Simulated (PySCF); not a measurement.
# C3H6F2Ge: the cost of one run

Programs: PySCF 2.14.0, with density-fitted response routines of our own. Each step states its level of theory. These are calculated values for one molecule in the gas phase, unless marked as measured. Atoms count from 0, in the outputs and in this text.

### Step 1. Starting geometry

12 atoms, charge 0, multiplicity 1; geometry from: GFN2-xTB. The atoms were then displaced at random by about 0.01 Å, so the start is not that level's minimum.

Bonds of the start (Å): F0–C1 1.36, C1–C2 1.54, C2–C3 1.55, C3–F4 1.39, C3–Ge5 1.98, Ge5–C1 2.01, C1–H6 1.09, C2–H7 1.06, C2–H8 1.11, C3–H9 1.08, Ge5–H10 1.51, Ge5–H11 1.52.

### Step 2. Optimising the geometry at PBE0-D3(BJ)/def2-SVP

The job: settings as JSON, then the geometry in Å.

```
{"job": {"xc": "PBE0", "basis": "def2-SVP", "d3": "d3bj", "grid": 1, "shake": 0.01, "kind": "geom"}, "charge": 0, "multiplicity": 1}
F      0.069300     2.266520     0.525830
C      0.148590     1.166690    -0.272500
C     -1.081160     0.239540    -0.157200
C     -0.352310    -1.133880    -0.163920
F     -0.963180    -2.023920     0.716780
Ge     1.367930    -0.299050     0.362900
H      0.328400     1.528000    -1.289740
H     -1.806780     0.390030    -0.920170
H     -1.521570     0.399620     0.848960
H     -0.420490    -1.624460    -1.129030
H      1.626970    -0.299650     1.851170
H      2.643990    -0.637700    -0.382100
```

On the command line:

```console
OMP_NUM_THREADS=1 python probes_run.py task.json out
```

The driver reads the jobs from task.json and runs them one after another.

**Question.** How long does this first job take on 1 thread of Intel Xeon 6975P-C, shared host, and how much memory does it need?

About 89 s, with a peak of 0.52 GiB.
